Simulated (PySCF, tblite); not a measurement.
# C3H11B2N: a rotation path, then NMR shifts on frames, part 2 of 2

tblite 0.8.0 and PySCF 2.14.0. Atoms count from 0. Earlier steps stand in the parts before.

## 5. Shielding tensors: image 4, PBE0/pcSseg-1

What the job is given:

```
{"job": {"kind": "nmr", "xc": "PBE0", "basis": "pcSseg-1", "pop": false}, "charge": 0, "multiplicity": 1}
B      3.030600    -0.137100     1.078000
N      1.681900    -0.232000     0.697000
B      1.132100    -0.564100    -0.560700
C     -0.434700    -0.645400    -0.803400
C     -1.371000    -0.012300     0.244700
C     -2.318100     1.018200    -0.361500
H      3.864400    -0.360400     0.290800
H      3.290400     0.166100     2.180500
H      1.008800    -0.035800     1.428100
H      1.868600    -0.806800    -1.439200
H     -0.680600    -1.707300    -0.910800
H     -0.664800    -0.216500    -1.781900
H     -1.960700    -0.786200     0.740600
H     -0.793500     0.495200     1.021700
H     -2.984200     0.557500    -1.087900
H     -2.924900     1.479200     0.416300
H     -1.751400     1.800000    -0.863300
```

With the program's defaults for keys left out, this is: GIAO PBE0/pcSseg-1 NMR shielding, non-relativistic, gas phase.

The program printed:

```text
coarse grid: 13312 points
cycle   1  E = -225.0471137715  dE =  3.500e-01  |g| = 4.461e-01  |ddm| = 3.338e+00
cycle   2  E = -225.0377285429  dE =  9.385e-03  |g| = 5.093e-01  |ddm| = 7.751e-01
cycle   3  E = -225.0998766681  dE = -6.215e-02  |g| = 6.167e-02  |ddm| = 4.099e-01
cycle   4  E = -225.1006378933  dE = -7.612e-04  |g| = 2.505e-02  |ddm| = 5.626e-02
cycle   5  E = -225.1007660867  dE = -1.282e-04  |g| = 6.853e-03  |ddm| = 1.896e-02
cycle   6  E = -225.1007773539  dE = -1.127e-05  |g| = 1.167e-03  |ddm| = 6.777e-03
cycle   7  E = -225.1007776838  dE = -3.300e-07  |g| = 3.273e-04  |ddm| = 1.135e-03
final grid: 126128 points
cycle   8  E = -225.1320732459  dE = -4.156e-05  |g| = 8.668e-03  |ddm| = 2.475e-02
cycle   9  E = -225.1320649406  dE =  8.305e-06  |g| = 1.074e-02  |ddm| = 1.476e-02
cycle  10  E = -225.1320918322  dE = -2.689e-05  |g| = 1.046e-03  |ddm| = 7.678e-03
cycle  11  E = -225.1320920748  dE = -2.426e-07  |g| = 2.362e-04  |ddm| = 7.644e-04
cycle  12  E = -225.1320920864  dE = -1.160e-08  |g| = 6.354e-05  |ddm| = 2.141e-04
cycle  13  E = -225.1320920875  dE = -1.069e-09  |g| = 1.296e-05  |ddm| = 6.650e-05
cycle  14  E = -225.1320920875  dE = -3.604e-11  |g| = 4.071e-06  |ddm| = 1.246e-05
converged SCF energy = -225.1320920875

GIAO shielding tensors (ppm)
atom      isotropic    diamagn.    paramagn.     s11        s22        s33       span
  0 B       50.077     193.014    -142.937      6.341     26.179    117.711    111.370
  1 N       78.906     324.034    -245.128    -86.260     71.524    251.455    337.716
  2 B       44.423     193.150    -148.727    -11.934     36.070    109.133    121.067
  3 C      159.821     252.551     -92.730    130.105    160.761    188.597     58.492
  4 C      169.235     248.805     -79.570    161.941    168.666    177.099     15.158
  5 C      166.961     246.509     -79.547    148.323    165.997    186.564     38.241
  6 H       26.190      29.328      -3.138     23.909     26.760     27.901      3.992
  7 H       26.188      28.794      -2.606     24.131     26.613     27.821      3.690
  8 H       23.991      34.483     -10.492     20.139     23.171     28.662      8.523
  9 H       25.823      31.143      -5.320     23.457     25.564     28.448      4.991
 10 H       30.218      31.695      -1.477     25.603     28.761     36.290     10.686
 11 H       30.619      33.021      -2.402     25.654     30.841     35.361      9.707
 12 H       30.225      31.893      -1.668     25.700     28.495     36.481     10.782
 13 H       30.299      34.621      -4.322     24.530     30.405     35.962     11.433
 14 H       30.605      29.197       1.409     26.689     28.572     36.554      9.866
 15 H       30.513      28.628       1.886     25.642     27.842     38.056     12.414
 16 H       30.957      30.690       0.267     27.153     29.391     36.329      9.176
```

Run time: 13 s. Hardware: 1 thread of AMD EPYC 7B13, shared host; peak memory 0.75 GiB.

In short: δ C3 27.1, C5 20.0, C4 17.7, B2 55.6, H8 7.73, H9 5.89 ppm.

## 6. NMR shieldings: image 6, PBE0/pcSseg-1

What the job is given:

```
{"job": {"kind": "nmr", "xc": "PBE0", "basis": "pcSseg-1", "pop": false}, "charge": 0, "multiplicity": 1}
B      3.057700    -0.355600     1.156600
N      1.716800    -0.302900     0.738400
B      1.186700    -0.524100    -0.552600
C     -0.369900    -0.435800    -0.848900
C     -1.255500     0.230400     0.214900
C     -2.520100     0.842900    -0.379800
H      3.889600    -0.609300     0.376000
H      3.316800    -0.144100     2.280300
H      1.038200    -0.083800     1.456900
H      1.931600    -0.775000    -1.421700
H     -0.740700    -1.449800    -1.032900
H     -0.514400     0.087900    -1.798100
H     -1.537600    -0.502800     0.974600
H     -0.701700     1.029800     0.714500
H     -3.141200     0.084200    -0.851000
H     -3.105400     1.336000     0.394400
H     -2.257700     1.584200    -1.132500
```

With the program's defaults for keys left out, this is: GIAO PBE0/pcSseg-1 NMR shielding, non-relativistic, gas phase.

The program printed:

```text
coarse grid: 13312 points
cycle   1  E = -225.0501989479  dE =  3.457e-01  |g| = 4.464e-01  |ddm| = 3.341e+00
cycle   2  E = -225.0410146097  dE =  9.184e-03  |g| = 5.088e-01  |ddm| = 7.723e-01
cycle   3  E = -225.1030862817  dE = -6.207e-02  |g| = 6.155e-02  |ddm| = 4.088e-01
cycle   4  E = -225.1038431515  dE = -7.569e-04  |g| = 2.515e-02  |ddm| = 5.631e-02
cycle   5  E = -225.1039723427  dE = -1.292e-04  |g| = 6.741e-03  |ddm| = 1.901e-02
cycle   6  E = -225.1039833220  dE = -1.098e-05  |g| = 1.166e-03  |ddm| = 6.783e-03
cycle   7  E = -225.1039836519  dE = -3.299e-07  |g| = 3.263e-04  |ddm| = 1.133e-03
final grid: 126128 points
cycle   8  E = -225.1350516453  dE = -4.532e-05  |g| = 8.881e-03  |ddm| = 2.873e-02
cycle   9  E = -225.1350428334  dE =  8.812e-06  |g| = 1.100e-02  |ddm| = 1.476e-02
cycle  10  E = -225.1350709891  dE = -2.816e-05  |g| = 1.065e-03  |ddm| = 7.803e-03
cycle  11  E = -225.1350712396  dE = -2.505e-07  |g| = 2.442e-04  |ddm| = 7.885e-04
cycle  12  E = -225.1350712520  dE = -1.236e-08  |g| = 6.695e-05  |ddm| = 2.225e-04
cycle  13  E = -225.1350712532  dE = -1.198e-09  |g| = 1.259e-05  |ddm| = 7.111e-05
cycle  14  E = -225.1350712532  dE = -3.098e-11  |g| = 4.152e-06  |ddm| = 1.206e-05
converged SCF energy = -225.1350712532

GIAO shielding tensors (ppm)
atom      isotropic    diamagn.    paramagn.     s11        s22        s33       span
  0 B       49.924     192.860    -142.936      6.067     26.124    117.582    111.515
  1 N       77.919     324.119    -246.200    -86.632     72.658    247.732    334.365
  2 B       44.087     193.247    -149.160    -11.518     35.879    107.899    119.417
  3 C      158.108     253.378     -95.270    132.690    156.828    184.806     52.116
  4 C      167.539     249.817     -82.278    161.069    168.189    173.360     12.291
  5 C      167.066     245.237     -78.171    149.825    164.737    186.637     36.811
  6 H       26.221      29.295      -3.074     23.913     26.849     27.902      3.989
  7 H       26.204      28.765      -2.561     24.132     26.700     27.781      3.649
  8 H       24.139      34.753     -10.614     20.325     23.371     28.722      8.398
  9 H       25.826      31.157      -5.331     23.501     25.530     28.446      4.944
 10 H       30.298      32.236      -1.938     26.352     28.879     35.664      9.312
 11 H       30.600      33.255      -2.655     25.942     30.389     35.468      9.526
 12 H       30.274      32.978      -2.704     25.826     29.188     35.808      9.982
 13 H       30.371      34.450      -4.080     24.599     30.926     35.587     10.988
 14 H       30.567      28.937       1.630     26.802     28.466     36.432      9.630
 15 H       30.397      28.259       2.138     25.493     27.888     37.810     12.316
 16 H       30.874      29.774       1.100     27.079     29.003     36.539      9.460
```

Run time: 13 s. Hardware: 1 thread of AMD EPYC 7B13, shared host; peak memory 0.75 GiB.

Key values: δ C3 28.8, C5 19.9, C4 19.4, B2 56.0, H8 7.58, H9 5.89 ppm.

## 7. NMR shieldings: image 8, PBE0/pcSseg-1

What the job is given:

```
{"job": {"kind": "nmr", "xc": "PBE0", "basis": "pcSseg-1", "pop": false}, "charge": 0, "multiplicity": 1}
B      3.028100    -0.502400     1.210100
N      1.719700    -0.286200     0.742900
B      1.200400    -0.536200    -0.547200
C     -0.308800    -0.226500    -0.920000
C     -1.185500     0.402500     0.165800
C     -2.603800     0.669500    -0.327900
H      3.823100    -0.954400     0.481700
H      3.297500    -0.227200     2.317800
H      1.066400     0.101400     1.411900
H      1.918900    -0.986100    -1.355900
H     -0.781600    -1.156600    -1.252000
H     -0.327800     0.423800    -1.800500
H     -1.232600    -0.264800     1.030800
H     -0.742100     1.347300     0.491600
H     -3.073300    -0.256200    -0.654500
H     -3.214000     1.103000     0.462300
H     -2.591500     1.361100    -1.168100
```

Method: GIAO PBE0/pcSseg-1 NMR shielding, non-relativistic, gas phase.

The program printed:

```text
coarse grid: 13312 points
cycle   1  E = -225.0514395185  dE =  3.496e-01  |g| = 4.484e-01  |ddm| = 3.341e+00
cycle   2  E = -225.0421133641  dE =  9.326e-03  |g| = 5.111e-01  |ddm| = 7.754e-01
cycle   3  E = -225.1047818127  dE = -6.267e-02  |g| = 6.188e-02  |ddm| = 4.110e-01
cycle   4  E = -225.1055479251  dE = -7.661e-04  |g| = 2.520e-02  |ddm| = 5.673e-02
cycle   5  E = -225.1056774314  dE = -1.295e-04  |g| = 6.770e-03  |ddm| = 1.910e-02
cycle   6  E = -225.1056885389  dE = -1.111e-05  |g| = 1.147e-03  |ddm| = 6.807e-03
cycle   7  E = -225.1056888581  dE = -3.193e-07  |g| = 3.229e-04  |ddm| = 1.113e-03
final grid: 126128 points
cycle   8  E = -225.1374280933  dE = -5.177e-05  |g| = 9.395e-03  |ddm| = 3.262e-02
cycle   9  E = -225.1374181727  dE =  9.921e-06  |g| = 1.166e-02  |ddm| = 1.576e-02
cycle  10  E = -225.1374497478  dE = -3.158e-05  |g| = 1.137e-03  |ddm| = 8.266e-03
cycle  11  E = -225.1374500323  dE = -2.845e-07  |g| = 2.660e-04  |ddm| = 8.554e-04
cycle  12  E = -225.1374500471  dE = -1.476e-08  |g| = 7.172e-05  |ddm| = 2.462e-04
cycle  13  E = -225.1374500485  dE = -1.372e-09  |g| = 1.376e-05  |ddm| = 7.543e-05
cycle  14  E = -225.1374500485  dE = -3.894e-11  |g| = 4.305e-06  |ddm| = 1.347e-05
converged SCF energy = -225.1374500485

GIAO shielding tensors (ppm)
atom      isotropic    diamagn.    paramagn.     s11        s22        s33       span
  0 B       49.783     192.876    -143.093      5.919     26.104    117.327    111.407
  1 N       78.317     324.251    -245.934    -87.128     73.619    248.460    335.588
  2 B       44.493     193.136    -148.643    -10.445     36.076    107.847    118.292
  3 C      156.743     253.971     -97.228    132.865    156.245    181.118     48.253
  4 C      166.657     250.047     -83.390    162.566    167.026    170.379      7.813
  5 C      167.432     244.914     -77.482    154.093    161.144    187.058     32.965
  6 H       26.215      29.264      -3.050     23.899     26.818     27.926      4.027
  7 H       26.189      28.762      -2.573     24.115     26.693     27.759      3.644
  8 H       24.112      34.891     -10.779     20.167     23.351     28.818      8.651
  9 H       25.849      31.131      -5.282     23.568     25.575     28.405      4.836
 10 H       30.513      32.893      -2.380     26.582     29.399     35.559      8.978
 11 H       30.477      32.958      -2.481     26.443     29.464     35.525      9.083
 12 H       30.366      33.805      -3.439     25.228     30.303     35.567     10.340
 13 H       30.387      33.825      -3.438     25.267     30.329     35.565     10.297
 14 H       30.724      29.180       1.544     26.935     28.720     36.518      9.583
 15 H       30.334      28.159       2.175     25.460     27.861     37.681     12.221
 16 H       30.711      29.193       1.518     26.939     28.658     36.536      9.597
```

Run time: 13 s. Hardware: 1 thread of AMD EPYC 7B13, shared host; peak memory 0.75 GiB.

Key values: δ C3 30.2, C4 20.3, C5 19.5, B2 55.6, H8 7.61, H9 5.87 ppm.

## 8. Side by side: NMR shifts

Shifts (ppm) of some atoms, chosen among heavy atoms and hydrogens apart, with basis size and wall time:

| frame | C3 | C4 | C5 | H12 | H11 | B2 | N1 | functions | time |
| --- | --- | --- | --- | --- | --- | --- | --- | --- | --- |
| image 0 | 27.8 | 20.4 | 18.0 | 1.70 | 1.45 | 56.2 | 188.3 | 157 | 14 s |
| image 2 | 27.5 | 18.7 | 19.7 | 1.61 | 1.24 | 55.6 | 186.2 | 157 | 13 s |
| image 4 | 27.1 | 17.7 | 20.0 | 1.49 | 1.10 | 55.6 | 188.8 | 157 | 13 s |
| image 6 | 28.8 | 19.4 | 19.9 | 1.44 | 1.12 | 56.0 | 189.8 | 157 | 13 s |
| image 8 | 30.2 | 20.3 | 19.5 | 1.35 | 1.24 | 55.6 | 189.4 | 157 | 13 s |

## 9. Outcome

The summary covers parts 1 to 2.

| quantity | value |
| --- | --- |
| barrier | 0.125 eV (2.9 kcal/mol) at image 4 |
| end to end (GFN2-xTB) | -0.013 eV |
| 13C shifts against TMS (PBE0/pcSseg-1, image 0) | 27.8, 20.4, 18.0 ppm |
| 1H shifts against TMS (PBE0/pcSseg-1, image 0) | 7.61, 5.87, 5.56, 5.53, 1.70, 1.54, 1.45, 1.33, 1.19, 0.92, 0.80 ppm |
| 11B shifts against BF3·OEt2 (PBE0/pcSseg-1, image 0) | 56.2, 50.3 ppm |
| 15N shifts against NH3 (PBE0/pcSseg-1, image 0) | 188.3 ppm |
| range of the shift of N1 | 186.2 to 189.8 ppm |

Along the band the dihedral turns by 111°, and the top (dihedral 124°) lies 2.9 kcal/mol above the start (GFN2-xTB, rough), so at room temperature this motion is fast. Ends this close can change order at a higher level. The top was not checked by a frequency run. Shifts at one fixed geometry are not the observed spectrum, which averages over the motion. In the first frame run (image 0): The widest tensor belongs to N1: span 336 ppm, with a paramagnetic part of -244 ppm. Across the 5 runs the shift of N1 moves most, between 186.2 (image 2) and 189.8 ppm (image 6).
